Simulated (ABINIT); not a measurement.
The system is In3Cu.

```
In Cu
1.0
     4.48277    0.00000    0.00000
     0.00000    4.48277    0.00000
     0.00000    0.00000    4.48277
In Cu
3 1
Cartesian
  2.2414 2.2414 0.0000
  2.2414 0.0000 2.2414
  0.0000 2.2414 2.2414
  0.0000 0.0000 0.0000
```

The cell comes from a database or a generator and needn't be the stable form of this composition.

* Program: ABINIT 10.8.3 (patched build)
* Task: single point
* Functional: PBE
* Potentials or basis: JTH PAW PBE v2.0
* Cutoff: 707 eV
* k mesh: 6 × 6 × 6
* Occupations: fermi-dirac, width 0.05 eV
* Spin: no spin polarisation

On this cell: pressure 0.1 GPa; largest force zero by symmetry; band gap on the k mesh none (metal or under the smearing width).

The same run follows on a disturbed copy (atoms moved at random, drawn with an rms of 0.05 Å):

```
CELL_PARAMETERS angstrom
4.48277 0.00000 0.00000
0.00000 4.48277 0.00000
0.00000 0.00000 4.48277
ATOMIC_POSITIONS crystal
In 0.50347 0.48886 0.00105
In 0.49706 0.99786 0.49516
In 0.00625 0.50051 0.50322
Cu 0.99875 0.99593 0.00185
```

Task: What changes?

Result: The energy (extrapolated to zero smearing) moves by +0.7 meV/atom; pressure 0.1 GPa; largest force 0.113 eV/Å; band gap on the k mesh none (metal or under the smearing width).

Forces on the atoms (eV/Å):
```
In   0.052  0.071 -0.040
In   0.072 -0.074  0.035
In  -0.112  0.007  0.010
Cu  -0.012 -0.004 -0.005
```
